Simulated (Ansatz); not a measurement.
# Ti2Be3Ga (distorted cell): a single point

With Ansatz's Python interface.

Typed at the interpreter:
```pycon
>>> import ansatz as az
>>> import numpy as np
>>> ti2be3ga = (
...     az.Lattice.of((2.36798, 1.32792, 3.81168), (-2.42739, 1.40263, 3.82146), (0.035, -2.7811, 3.83412))
...     .atom("Ti", (0.1182, 0.12432, 0.12943))
...     .atom("Ti", (0.87582, 0.87947, 0.8724))
...     .atom("Be", (0.00017, 0.50653, 0.49343))
...     .atom("Be", (0.4988, 0.00262, 0.49847))
...     .atom("Be", (0.50212, 0.50442, 0.00152))
...     .atom("Ga", (0.50004, 0.49175, 0.50835))
... )
>>> # functional, basis and sampling
>>> setup = (
...     ti2be3ga.calculation()
...     .basis(450)
...     .occupations("fermi_dirac", width=0.15)
...     .functional(az.Functional.LDA)
...     .kpoints(4, 4, 4, center="gamma")
...     .density_of_states(energy_step=0.1, projected=True)
...     .stress()
... )
>>> done = setup.run(threads=1)

>>> data = done.report
>>> data["n_electrons"]
43.0
>>> data["converged"], data["free_energy_ev"]
(True, -8873.824379809668)
>>> n_atoms = len(data["lattice"]["sites"])
>>> print("F =", round(data["free_energy_ev"], 4), "eV for", n_atoms, "atoms")
F = -8873.8244 eV for 6 atoms
>>> print("E(sigma -> 0) =", round(data["energy_sigma0_ev"], 4), "eV, TS =", round(data["entropy_ts_ev"], 5), "eV")
E(sigma -> 0) = -8873.6259 eV, TS = 0.39688 eV
>>> print("closed by", data["closed_by"], "after", data["n_iterations"], "iterations")
closed by deck_thresholds after 7 iterations
>>> used = data["setup"]
>>> print("cutoffs (eV):", used["ecut_ev"], used["ecutrho_ev"], " FFT grid:", used["fft_dense"])
cutoffs (eV): 450.0 1800.0  FFT grid: [36, 36, 36]
>>> print("cell volume {:.3f} A^3, {} symmetry operations".format(used["cell_volume_ang3"], used["n_sym_ops"]))
cell volume 75.982 A^3, 1 symmetry operations
>>> # d-band centre and width over a window about the Fermi level
>>> dos = done.density_of_states()
>>> energy = np.asarray(dos.energies_ev) - dos.fermi_ev
>>> window = (energy > -12) & (energy < 3)
>>> for index, site in enumerate(done.projected_density_of_states().sites):
...     for shell in site.shells:
...         if shell.l == 2:
...             g = sum(np.sum(part.g_bin_mean_per_ev, axis=0) for part in shell.curves)[window]
...             if g.sum() > 1e-6:
...                 centre = (g * energy[window]).sum() / g.sum()
...                 width = np.sqrt((g * (energy[window] - centre) ** 2).sum() / g.sum())
...                 print(f"site {index} {site.species} {shell.label}: centre {centre:.3f} eV, rms width {width:.3f} eV")
...
site 0 Ti 3D: centre 0.463 eV, rms width 1.887 eV
site 1 Ti 3D: centre 0.464 eV, rms width 1.884 eV
site 5 Ga 3D: centre -1.461 eV, rms width 2.740 eV
>>> print(len(data["kpoints_frac"]), "irreducible k-points (fractions, weight)")
36 irreducible k-points (fractions, weight)
>>> for k, weight in list(zip(data["kpoints_frac"], data["kweights"]))[:12]:
...     print("  {:8.4f} {:8.4f} {:8.4f}".format(*k), f"{weight:10.6f}")
...
    0.0000   0.0000   0.0000   0.015625
    0.0000   0.0000   0.2500   0.031250
    0.0000   0.0000  -0.5000   0.015625
    0.0000   0.2500   0.0000   0.031250
    0.0000   0.2500   0.2500   0.031250
    0.0000   0.2500  -0.5000   0.031250
    0.0000   0.2500  -0.2500   0.031250
    0.0000  -0.5000   0.0000   0.015625
    0.0000  -0.5000   0.2500   0.031250
    0.0000  -0.5000  -0.5000   0.015625
    0.2500   0.0000   0.0000   0.031250
    0.2500   0.0000   0.2500   0.031250
>>> # the stress is positive in compression
>>> stress = np.array(data["stress_gpa"])
>>> print(f"pressure {np.trace(stress) / 3:.3f} GPa")
pressure -12.113 GPa
>>> print("stress tensor, GPa, positive in compression")
stress tensor, GPa, positive in compression
>>> np.round(stress, 3) + 0.0
array([[-14.333,   2.795,   0.286],
       [  2.795, -14.351,   0.729],
       [  0.286,   0.729,  -7.656]])
```

What to keep in mind:
- Total energies depend on the potentials; only differences at equal settings carry meaning. A total without «per atom» is that of the cell as typed.
- The mesh is modest for a metal, so energies can be off by several to tens of meV an atom and pressures by half a GPa or more; differences at equal mesh fare better.
- Projections exist only for the shells that the potentials hold, some of them semicore, and samples at single energies can miss narrow peaks.
- The cell is a database structure, distorted on purpose.
- The computed bands are complete only to about 2.9 eV above the Fermi level; beyond that the density of states is undercounted.
- A band centre counts only the states inside the window taken.
- Wall time of the script: 7.9 s on 1 thread of Arm Neoverse V2, on a shared host, peak memory 0.43 GiB.

(Lines on the test bed's own set-up are left out of the output.)
